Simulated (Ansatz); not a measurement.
# ClH4N3W: basis-set convergence

One table from this session's results is given with a row withheld; the runs are named, their logs left out.

The runs use Ansatz 0.2.0, Gaussian basis; one geometry, several basis sets.

Levels to be run: PBE0-D4/def2-SVP; ωB97M-V/def2-SVP; PBE0-D4/def2-QZVPP; ωB97M-V/def2-QZVPP; the functionals' def2-TZVPP values are taken from earlier runs.

**The relaxed structure**

The geometry comes from an earlier relaxation with PBE0-D4 in a triple-zeta def2 set; it is a stationary point, not always the lowest conformer. W takes the def2 core potential; no spin-orbit term is included.

SMILES `[NH]=[W](=[NH])([NH2])[Cl]`, 9 atoms, charge 0, spin multiplicity 1.

Atoms are counted from 1 here; the program's logs count them from 0.

Bond lengths: N1–W2 1.748 Å, N1–H6 1.008 Å, W2–N3 1.748 Å, W2–N4 1.941 Å, W2–Cl5 2.301 Å, N3–H7 1.008 Å, N4–H8 1.008 Å, N4–H9 1.008 Å. Angles: W2–N1–H6 156.5°, N1–W2–N3 113.4°, N1–W2–N4 106.7°, N1–W2–Cl5 108.8°, N3–W2–N4 106.7°, N3–W2–Cl5 108.8°, N4–W2–Cl5 112.5°, W2–N3–H7 156.3°, W2–N4–H8 123.2°, W2–N4–H9 123.2°, H8–N4–H9 111.5°.

The first run:

in.yaml

```yaml
crystal:
  periodic: [false, false, false]
  atoms:
    - {symbol: N, position_ang: [-1.192448, 1.225527, -0.384071]}
    - {symbol: W, position_ang: [0.258377, 0.375956, 0.092899]}
    - {symbol: N, position_ang: [1.237987, -0.140403, -1.259279]}
    - {symbol: N, position_ang: [-0.313649, -1.233021, 1.014822]}
    - {symbol: Cl, position_ang: [1.518001, 1.757731, 1.434511]}
    - {symbol: H, position_ang: [-1.844618, 1.655950, -1.020544]}
    - {symbol: H, position_ang: [1.503182, -0.225371, -2.227892]}
    - {symbol: H, position_ang: [0.153852, -2.120944, 0.916126]}
    - {symbol: H, position_ang: [-1.232183, -1.341625, 1.416329]}
basis:
  gaussian: {orbitals: def2-SVP}
hamiltonian: {xc: pbe0, dispersion: d4}
output: {orbitals: {seedname: orbitals}}
```

Command:

```sh
> ansatz run in.yaml --threads 4 --pin off --events-out ev --progress --plain --max-ram 10444MiB
```

Steps of the session up to this table: PBE0-D4 in def2-SVP; ωB97M-V in def2-SVP; PBE0-D4 in def2-QZVPP; ωB97M-V in def2-QZVPP.

One of the session's tables, all rows but one given; the rest of the session is left out.

It belongs to the step «Density functionals: the series». 

| functional | basis | HOMO (eV) |
| --- | --- | --- |
| PBE0-D4 | def2-SVP | -7.58 |
| PBE0-D4 | def2-TZVPP | -7.67 |
| PBE0-D4 | def2-QZVPP | -7.71 |
| ωB97M-V | def2-SVP | -9.77 |
| ωB97M-V | def2-TZVPP | -9.89 |
| ωB97M-V | def2-QZVPP | ? |

Estimate the missing values for ωB97M-V, def2-QZVPP.

**Answer.** HOMO (eV): -9.93. In the column «HOMO (eV)» it is the lowest.
